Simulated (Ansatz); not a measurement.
# Al: an axial (c/a) deformation path

This session takes Al and sets out to follow an axial (c/a) deformation at fixed volume.

This is Al in the hcp structure; at room conditions it is fcc.

Program: Ansatz 0.2.0. Level of theory: DFT PBEsol, scalar-relativistic, plane waves, PAW. These are calculated values, not measurements.

## 1. The starting structure

The structure is hexagonal, space group P6_3/mmc (No. 194). The conventional cell has a = 2.812 Å, b = 2.812 Å, c = 4.867 Å, α = 90.00°, β = 90.00°, γ = 120.00°. Al (site symmetry -6m2) has 12 Al at 2.81 to 2.93 Å in its first shell of neighbours.

Coordinates:

```cif
data_structure
_symmetry_space_group_name_H-M 'P6_3/mmc'
_symmetry_Int_Tables_number 194
_cell_length_a 2.8125
_cell_length_b 2.8125
_cell_length_c 4.8669
_cell_angle_alpha 90.000
_cell_angle_beta 90.000
_cell_angle_gamma 120.000
_cell_volume 33.34
loop_
_atom_site_label
_atom_site_type_symbol
_atom_site_symmetry_multiplicity
_atom_site_Wyckoff_symbol
_atom_site_fract_x
_atom_site_fract_y
_atom_site_fract_z
_atom_site_occupancy
Al1 Al 2 c 0.66667 0.33333 0.75000 1
```

It goes back to an entry of the Materials Project, which need not be the stable form.

No relaxation comes first: the listed cell is the starting point.

## 2. The reference cell

Reference values: F = -1049.0231 eV; pressure -1.33 GPa; largest force 0.000 eV/Å; gap on the mesh none (metal). It was computed beforehand with the settings of the runs below.

## 3. Setting up an axial (c/a) deformation path

At fixed volume and fractional coordinates, lengths along (0.000, 0.000, 1.000) are scaled against those across it; ρ is that ratio over its starting value.

## 4. Point ρ = 0.850

Contents of input.yaml:

```yaml
crystal:
  lattice:
    - [2.9690168435, 0.0, 0.0]
    - [-1.4845084217, 2.5712440107, 0.0]
    - [0.0, 0.0, 4.3671077923]
  atoms:
    - { symbol: Al, position: [0.6666666667, 0.3333333333, 0.75] }
    - { symbol: Al, position: [0.3333333333, 0.6666666667, 0.25] }
basis:
  ecutwfc: 420
kpoints:
  mp_grid: { grid: [24, 24, 12] }
hamiltonian:
  xc: pbesol
scf:
  occupations: { method: gaussian, width: 0.15 }
output:
  forces: true
  stress: true
  eigenvalues: true
```

Run with:

```
$ ansatz run input.yaml --threads 1 --pin off --max-ram 2560MiB --backend cpu --events-out ev --progress --plain --runs-dir out
```

The log of the run, cut to the lines that bear on the results:

```text
Warning: RAYON_NUM_THREADS=1 ignored (pool sized by the plan → 1); use --threads N
[...]
Pseudopotentials: kind: paw
Pseudopotential: Al, paw, valence charge 3, recommended cutoff 420 eV (normal), Al.paw.azcp
Functional definition: PBEsol
[...]
Crystal: 2 atoms, lattice volume = 33.339 Å³
Basis set: ecut = 420 eV, 627 PW (Γ), exchange–correlation on 40×40×60 points (8 copies of the dense FFT grid, shifted against one another)
Bands: 7, of which v1, the nominal top of the filled ones, is band 3 counted from 1 (2 counted from 0)
Symmetry: 24 space group operations
Space group: P63/mmc (ITA 194), of the structure as read, at distance tolerance 3.2e-5 Å
k-points: 427 of 6912
[...]
SCF iter   1: F=—  HF=-1048.976463 eV  |F-HF|=—  |Δ(HF+E_count)|=         —  Δρ=2.03e-3  dr2=1.73e-3  ethr=1.77e-3  ⟨swp⟩=5.1  Hψ=24178  notcnv=0
[...]
SCF iter   6: F=-1048.976016 eV  HF=-1048.976016 eV  |F-HF|=2.27e-13  |Δ(HF+E_count)|=  7.98e-11  Δρ=1.58e-8  dr2=4.51e-14  ethr=3.03e-12  ⟨swp⟩=1.7  Hψ=10257  notcnv=0
[...]
SCF converged after 6 iterations
Free energy (F): -1048.976016 eV
[...]
E sigma→0 (E₀):  -1048.971037 eV
Entropy (-TS):   -0.009959 eV (-4.979 meV/atom)
Fermi energy:    7.765036 eV
[...]
--- Forces (eV/Å), atoms counted from 1 ---
  atom   1  Al    -0.00000000    -0.00000000     0.00000000
  atom   2  Al    -0.00000000     0.00000000     0.00000000
[...]
--- Stress (GPa, compression-positive) ---
       -2.957546       0.000000       0.000000
        0.000000      -2.957546       0.000000
        0.000000       0.000000       4.091002
  P = ⅓ Tr σ = -0.6080 GPa (-6.080 kbar)
--- Band table (eV; the first three rows and the last of 427) ---
  k-point 0: bands = ["-3.2844", "3.8675", "4.7217", "16.5634", "16.5634", "17.3464", "17.3464"]
[...]
```

It took 12 s on 1 thread of Intel Xeon at 2.50GHz (Skylake/Cascade Lake), shared host; peak memory 0.4 GiB.

## 5. ρ = 1.200

input.yaml: that of step 4 with these lines changed.

```diff
@@ -2,5 +2,5 @@
   lattice:
-    - [2.9690168435, 0.0, 0.0]
-    - [-1.4845084217, 2.5712440107, 0.0]
-    - [0.0, 0.0, 4.3671077923]
+    - [2.6466218154, 0.0, 0.0]
+    - [-1.3233109077, 2.2920417263, 0.0]
+    - [0.0, 0.0, 5.4958574366]
   atoms:
```

Run with:

```
$ ansatz run input.yaml --threads 1 --pin off --max-ram 2560MiB --backend cpu --events-out ev --progress --plain --runs-dir out
```

The log of the run, cut to the lines that bear on the results:

```text
Warning: RAYON_NUM_THREADS=1 ignored (pool sized by the plan → 1); use --threads N
[...]
[... 3 set-up lines as earlier in the session ...]
[...]
Crystal: 2 atoms, lattice volume = 33.339 Å³
Basis set: ecut = 420 eV, 661 PW (Γ), exchange–correlation on 36×36×80 points (8 copies of the dense FFT grid, shifted against one another)
Bands: 7, of which v1, the nominal top of the filled ones, is band 3 counted from 1 (2 counted from 0)
[... 2 set-up lines as earlier in the session ...]
k-points: 427 of 6912
[...]
SCF iter   1: F=—  HF=-1048.770471 eV  |F-HF|=—  |Δ(HF+E_count)|=         —  Δρ=1.09e-3  dr2=2.21e-4  ethr=1.77e-3  ⟨swp⟩=5.2  Hψ=24027  notcnv=0
[...]
SCF iter   6: F=-1048.770583 eV  HF=-1048.770583 eV  |F-HF|=1.02e-8  |Δ(HF+E_count)|=   5.76e-8  Δρ=6.66e-6  dr2=2.05e-8  ethr=1.67e-9  ⟨swp⟩=3.8  Hψ=8457  notcnv=0
[...]
SCF converged after 6 iterations
Free energy (F): -1048.770583 eV
[...]
E sigma→0 (E₀):  -1048.765964 eV
Entropy (-TS):   -0.009240 eV (-4.620 meV/atom)
Fermi energy:    7.659164 eV
[...]
--- Forces (eV/Å), atoms counted from 1 ---
  atom   1  Al     0.00000000    -0.00000000     0.00000000
  atom   2  Al     0.00000000     0.00000000     0.00000000
[...]
--- Stress (GPa, compression-positive) ---
       10.336141      -0.000000       0.000000
       -0.000000      10.336141       0.000000
        0.000000       0.000000      -8.549628
  P = ⅓ Tr σ = 4.0409 GPa (40.409 kbar)
--- Band table (eV; the first three rows and the last of 427) ---
  k-point 0: bands = ["-3.3460", "0.6765", "2.3319", "14.9115", "15.2597", "21.5467", "21.5467"]
[...]
```

It took 8.7 s on 1 thread of Intel Xeon at 2.50GHz (Skylake/Cascade Lake), shared host; peak memory 0.4 GiB.

## 6. At ρ = 0.920

input.yaml: that of step 5 with these lines changed.

```diff
@@ -2,5 +2,5 @@
   lattice:
-    - [2.6466218154, 0.0, 0.0]
-    - [-1.3233109077, 2.2920417263, 0.0]
-    - [0.0, 0.0, 5.4958574366]
+    - [2.8917208132, 0.0, 0.0]
+    - [-1.4458604066, 2.5043036849, 0.0]
+    - [0.0, 0.0, 4.6036946748]
   atoms:
```

Run with:

```
$ ansatz run input.yaml --threads 1 --pin off --max-ram 2560MiB --backend cpu --events-out ev --progress --plain --runs-dir out
```

The log of the run, cut to the lines that bear on the results:

```text
[...]
SCF converged after 6 iterations
Free energy (F): -1049.025309 eV
[...]
E sigma→0 (E₀):  -1049.020132 eV
Entropy (-TS):   -0.010354 eV (-5.177 meV/atom)
Fermi energy:    7.759809 eV
[...]
--- Forces (eV/Å), atoms counted from 1 ---
  atom   1  Al    -0.00000000     0.00000000     0.00000000
  atom   2  Al     0.00000000    -0.00000000    -0.00000000
[...]
--- Stress (GPa, compression-positive) ---
       -2.478898       0.000000       0.000000
        0.000000      -2.478898       0.000000
        0.000000       0.000000       0.316578
  P = ⅓ Tr σ = -1.5471 GPa (-15.471 kbar)
--- Band table (eV; the first three rows and the last of 427) ---
  k-point 0: bands = ["-3.2770", "3.3725", "3.7238", "17.8148", "17.8148", "18.3179", "18.3179"]
[...]
```

Wall time 12 s (1 thread of Intel Xeon at 2.50GHz (Skylake/Cascade Lake), shared host); peak memory 0.4 GiB.

## 7. ρ = 1.100

input.yaml: that of step 6 with these lines changed.

```diff
@@ -2,5 +2,5 @@
   lattice:
-    - [2.8917208132, 0.0, 0.0]
-    - [-1.4458604066, 2.5043036849, 0.0]
-    - [0.0, 0.0, 4.6036946748]
+    - [2.7245079212, 0.0, 0.0]
+    - [-1.3622539606, 2.3594930726, 0.0]
+    - [0.0, 0.0, 5.186126246]
   atoms:
```

Run with:

```
$ ansatz run input.yaml --threads 1 --pin off --max-ram 2560MiB --backend cpu --events-out ev --progress --plain --runs-dir out
```

The log of the run, cut to the lines that bear on the results:

```text
[...]
SCF converged after 6 iterations
Free energy (F): -1048.940068 eV
[...]
E sigma→0 (E₀):  -1048.935002 eV
Entropy (-TS):   -0.010133 eV (-5.067 meV/atom)
Fermi energy:    7.739623 eV
[...]
--- Forces (eV/Å), atoms counted from 1 ---
  atom   1  Al    -0.00000000     0.00000000     0.00000000
  atom   2  Al     0.00000000    -0.00000000     0.00000000
[...]
--- Stress (GPa, compression-positive) ---
        3.682472      -0.000000       0.000000
        0.000000       3.682472       0.000000
        0.000000       0.000000      -5.747230
  P = ⅓ Tr σ = 0.5392 GPa (5.392 kbar)
--- Band table (eV; the first three rows and the last of 427) ---
  k-point 0: bands = ["-3.2998", "1.6238", "2.5815", "16.9733", "17.2786", "20.5312", "20.5312"]
[...]
```

Wall time 13 s (1 thread of Intel Xeon at 2.50GHz (Skylake/Cascade Lake), shared host); peak memory 0.4 GiB.

## 8. At ρ = 0.960

input.yaml: that of step 7 with these lines changed.

```diff
@@ -2,5 +2,5 @@
   lattice:
-    - [2.7245079212, 0.0, 0.0]
-    - [-1.3622539606, 2.3594930726, 0.0]
-    - [0.0, 0.0, 5.186126246]
+    - [2.8509869252, 0.0, 0.0]
+    - [-1.4254934626, 2.4690271031, 0.0]
+    - [0.0, 0.0, 4.7361863651]
   atoms:
```

Run with:

```
$ ansatz run input.yaml --threads 1 --pin off --max-ram 2560MiB --backend cpu --events-out ev --progress --plain --runs-dir out
```

The log of the run, cut to the lines that bear on the results:

```text
Warning: RAYON_NUM_THREADS=1 ignored (pool sized by the plan → 1); use --threads N
[...]
[... 3 set-up lines as earlier in the session ...]
[...]
Crystal: 2 atoms, lattice volume = 33.339 Å³
Basis set: ecut = 420 eV, 651 PW (Γ), exchange–correlation on 40×40×64 points (8 copies of the dense FFT grid, shifted against one another)
Bands: 7, of which v1, the nominal top of the filled ones, is band 3 counted from 1 (2 counted from 0)
[... 2 set-up lines as earlier in the session ...]
k-points: 427 of 6912
[...]
SCF iter   1: F=—  HF=-1049.034591 eV  |F-HF|=—  |Δ(HF+E_count)|=         —  Δρ=1.83e-3  dr2=1.29e-3  ethr=1.77e-3  ⟨swp⟩=5.2  Hψ=24109  notcnv=0
[...]
SCF iter   6: F=-1049.034254 eV  HF=-1049.034254 eV  |F-HF|=0.00e0  |Δ(HF+E_count)|=  5.41e-11  Δρ=3.68e-8  dr2=3.54e-13  ethr=7.05e-12  ⟨swp⟩=1.6  Hψ=9384  notcnv=0
[...]
SCF converged after 6 iterations
Free energy (F): -1049.034254 eV
[...]
E sigma→0 (E₀):  -1049.030331 eV
Entropy (-TS):   -0.007845 eV (-3.922 meV/atom)
Fermi energy:    7.762474 eV
[...]
--- Forces (eV/Å), atoms counted from 1 ---
  atom   1  Al     0.00000000     0.00000000     0.00000000
  atom   2  Al     0.00000000    -0.00000000    -0.00000000
[...]
--- Stress (GPa, compression-positive) ---
       -1.519770       0.000000       0.000000
        0.000000      -1.519770       0.000000
        0.000000       0.000000      -1.784663
  P = ⅓ Tr σ = -1.6081 GPa (-16.081 kbar)
--- Band table (eV; the first three rows and the last of 427) ---
  k-point 0: bands = ["-3.2765", "3.1454", "3.2039", "18.5025", "18.5025", "18.8478", "18.8478"]
[...]
```

It took 7.9 s on 1 thread of Intel Xeon at 2.50GHz (Skylake/Cascade Lake), shared host; peak memory 0.41 GiB.

## 9. ρ = 1.050

input.yaml: that of step 8 with these lines changed.

```diff
@@ -2,5 +2,5 @@
   lattice:
-    - [2.8509869252, 0.0, 0.0]
-    - [-1.4254934626, 2.4690271031, 0.0]
-    - [0.0, 0.0, 4.7361863651]
+    - [2.7670852347, 0.0, 0.0]
+    - [-1.3835426173, 2.3963661077, 0.0]
+    - [0.0, 0.0, 5.0277556248]
   atoms:
@@ -20 +20,5 @@
   eigenvalues: true
+  write_density: true
+  write_potential: true
+  elf: true
+  volumetric_format: npy
```

Run with:

```
$ ansatz run input.yaml --threads 1 --pin off --max-ram 2560MiB --backend cpu --events-out ev --progress --plain --runs-dir out
```

The log of the run, cut to the lines that bear on the results:

```text
[...]
SCF converged after 6 iterations
Free energy (F): -1048.992678 eV
[...]
E sigma→0 (E₀):  -1048.988074 eV
Entropy (-TS):   -0.009208 eV (-4.604 meV/atom)
Fermi energy:    7.748730 eV
[...]
--- Forces (eV/Å), atoms counted from 1 ---
  atom   1  Al    -0.00000000     0.00000000     0.00000000
  atom   2  Al     0.00000000    -0.00000000     0.00000000
[...]
--- Stress (GPa, compression-positive) ---
        1.516199      -0.000000       0.000000
       -0.000000       1.516199       0.000000
        0.000000       0.000000      -4.847189
  P = ⅓ Tr σ = -0.6049 GPa (-6.049 kbar)
--- Band table (eV; the first three rows and the last of 427) ---
  k-point 0: bands = ["-3.2867", "2.1492", "2.7487", "17.9095", "18.6425", "19.9629", "19.9629"]
[...]
```

It took 12 s on 1 thread of Intel Xeon at 2.50GHz (Skylake/Cascade Lake), shared host; peak memory 0.41 GiB.

Density in a lattice plane of the grid's cell (edges 2.77 and 5.03 Å, at 0.333 of the third edge), which holds Al.

Ten even steps from '0' (0.07 e/Å³) to '9' (0.23 e/Å³):
```
55555667777776
76666777656677
88778875322368
99899962000147
99999952000037
99899962000147
88778875322368
76666777656677
55555667777776
55555556666665
55555666666666
77777776666667
88888888777788
98888999888899
98888999888999
98888999888899
88888888777788
77777776666667
55555666666666
55555556666665
```
Columns run along the first of these edges and rows up along the second, over one cell in 14 and 20 even steps from the bottom left corner. Atoms in the plane (fractional): Al at (0.67, 0.75).

ELF in the same plane.

Ten even steps from '0' (0.03) to '9' (0.68):
```
66666778888877
77777876545578
88888863100147
99999840011016
99999830133005
99999840011016
88888863100147
77777876545578
66666778888877
66556677777776
66666777777777
77777777777777
88778888888888
98778999988999
97668999999999
98778999988999
88778888888888
77777777777777
66666777777777
66556677777776
```
Columns run along the first of these edges and rows up along the second, over one cell in 14 and 20 even steps from the bottom left corner. Atoms in the plane (fractional): Al at (0.67, 0.75).

Both are smooth fields of the valence electrons: close to the nuclei they are not physical.

The highest ELF values outside the cores: 0.68 on the Al–Al line, 1.1 Å from Al; 0.58 in the shell around Al, 1.1 Å from Al.

## 10. At ρ = 0.800

input.yaml: that of step 9 with these lines changed.

```diff
@@ -2,5 +2,5 @@
   lattice:
-    - [2.7670852347, 0.0, 0.0]
-    - [-1.3835426173, 2.3963661077, 0.0]
-    - [0.0, 0.0, 5.0277556248]
+    - [3.0296256867, 0.0, 0.0]
+    - [-1.5148128433, 2.6237328087, 0.0]
+    - [0.0, 0.0, 4.1941241885]
   atoms:
@@ -20,5 +20 @@
   eigenvalues: true
-  write_density: true
-  write_potential: true
-  elf: true
-  volumetric_format: npy
```

Run with:

```
$ ansatz run input.yaml --threads 1 --pin off --max-ram 2560MiB --backend cpu --events-out ev --progress --plain --runs-dir out
```

The log of the run, cut to the lines that bear on the results:

```text
Warning: RAYON_NUM_THREADS=1 ignored (pool sized by the plan → 1); use --threads N
[...]
[... 3 set-up lines as earlier in the session ...]
[...]
Crystal: 2 atoms, lattice volume = 33.339 Å³
Basis set: ecut = 420 eV, 627 PW (Γ), exchange–correlation on 48×48×60 points (8 copies of the dense FFT grid, shifted against one another)
Bands: 7, of which v1, the nominal top of the filled ones, is band 3 counted from 1 (2 counted from 0)
[... 2 set-up lines as earlier in the session ...]
k-points: 427 of 6912
[...]
SCF iter   1: F=—  HF=-1048.904846 eV  |F-HF|=—  |Δ(HF+E_count)|=         —  Δρ=1.81e-3  dr2=1.40e-3  ethr=1.77e-3  ⟨swp⟩=5.1  Hψ=24073  notcnv=0
[...]
SCF iter   6: F=-1048.904439 eV  HF=-1048.904439 eV  |F-HF|=0.00e0  |Δ(HF+E_count)|=  5.50e-11  Δρ=9.81e-9  dr2=1.64e-14  ethr=2.95e-12  ⟨swp⟩=1.7  Hψ=8914  notcnv=0
[...]
SCF converged after 6 iterations
Free energy (F): -1048.904439 eV
[...]
E sigma→0 (E₀):  -1048.900261 eV
Entropy (-TS):   -0.008356 eV (-4.178 meV/atom)
Fermi energy:    7.733469 eV
[...]
--- Forces (eV/Å), atoms counted from 1 ---
  atom   1  Al     0.00000000     0.00000000     0.00000000
  atom   2  Al    -0.00000000     0.00000000     0.00000000
[...]
--- Stress (GPa, compression-positive) ---
       -2.620288      -0.000000       0.000000
       -0.000000      -2.620288       0.000000
        0.000000       0.000000       7.529207
  P = ⅓ Tr σ = 0.7629 GPa (7.629 kbar)
--- Band table (eV; the first three rows and the last of 427) ---
  k-point 0: bands = ["-3.2947", "4.3175", "5.5111", "15.6345", "15.6345", "16.6221", "16.6221"]
[...]
```

Wall time 11 s (1 thread of Intel Xeon at 2.50GHz (Skylake/Cascade Lake), shared host); peak memory 0.41 GiB.

## 11. At ρ = 1.300

input.yaml: that of step 10 with these lines changed.

```diff
@@ -2,5 +2,5 @@
   lattice:
-    - [3.0296256867, 0.0, 0.0]
-    - [-1.5148128433, 2.6237328087, 0.0]
-    - [0.0, 0.0, 4.1941241885]
+    - [2.5769412602, 0.0, 0.0]
+    - [-1.2884706301, 2.2316965954, 0.0]
+    - [0.0, 0.0, 5.7970920447]
   atoms:
```

Run with:

```
$ ansatz run input.yaml --threads 1 --pin off --max-ram 2560MiB --backend cpu --events-out ev --progress --plain --runs-dir out
```

The log of the run, cut to the lines that bear on the results:

```text
Warning: RAYON_NUM_THREADS=1 ignored (pool sized by the plan → 1); use --threads N
[...]
[... 3 set-up lines as earlier in the session ...]
[...]
Crystal: 2 atoms, lattice volume = 33.339 Å³
Basis set: ecut = 420 eV, 661 PW (Γ), exchange–correlation on 36×36×80 points (8 copies of the dense FFT grid, shifted against one another)
Bands: 7, of which v1, the nominal top of the filled ones, is band 3 counted from 1 (2 counted from 0)
[... 2 set-up lines as earlier in the session ...]
k-points: 427 of 6912
[...]
SCF iter   1: F=—  HF=-1048.508285 eV  |F-HF|=—  |Δ(HF+E_count)|=         —  Δρ=1.27e-3  dr2=3.31e-4  ethr=1.77e-3  ⟨swp⟩=5.3  Hψ=24282  notcnv=0
[...]
SCF iter   6: F=-1048.508357 eV  HF=-1048.508357 eV  |F-HF|=1.54e-8  |Δ(HF+E_count)|=   9.62e-8  Δρ=7.51e-6  dr2=2.86e-8  ethr=1.67e-9  ⟨swp⟩=4.0  Hψ=8380  notcnv=0
[...]
SCF converged after 6 iterations
Free energy (F): -1048.508357 eV
[...]
E sigma→0 (E₀):  -1048.503585 eV
Entropy (-TS):   -0.009546 eV (-4.773 meV/atom)
Fermi energy:    7.608170 eV
[...]
--- Forces (eV/Å), atoms counted from 1 ---
  atom   1  Al    -0.00000000     0.00000000     0.00000000
  atom   2  Al     0.00000000    -0.00000000    -0.00000000
[...]
--- Stress (GPa, compression-positive) ---
       18.454085      -0.000000       0.000000
       -0.000000      18.454085      -0.000000
        0.000000      -0.000000     -10.270191
  P = ⅓ Tr σ = 8.8793 GPa (88.793 kbar)
--- Band table (eV; the first three rows and the last of 427) ---
  k-point 0: bands = ["-3.4212", "-0.1533", "2.1613", "12.9507", "13.7997", "22.4078", "22.4078"]
[...]
```

Wall time 9.8 s (1 thread of Intel Xeon at 2.50GHz (Skylake/Cascade Lake), shared host); peak memory 0.4 GiB.

## 12. The scan collected

All points in order; energies are free energies above the reference cell:

```csv
ρ,ΔE (meV/atom),pressure (GPa),space group
0.800,59.3,0.8,P6_3/mmc
0.850,23.6,-0.6,P6_3/mmc
0.920,-1.1,-1.5,P6_3/mmc
0.960,-5.6,-1.6,P6_3/mmc
1.000,0.0,-1.3,P6_3/mmc
1.050,15.2,-0.6,P6_3/mmc
1.100,41.5,0.5,P6_3/mmc
1.200,126.3,4.0,P6_3/mmc
1.300,257.4,8.9,P6_3/mmc
```

## 13. Outcome

| quantity | value |
| --- | --- |
| highest point | 257.4 meV/atom at ρ = 1.300 |

What this shows: The energy drops below the reference, by 5.6 meV/atom at ρ = 0.960; the cell was taken as given and not relaxed at this level. No sampled point inside the path is a dip, apart from those named.
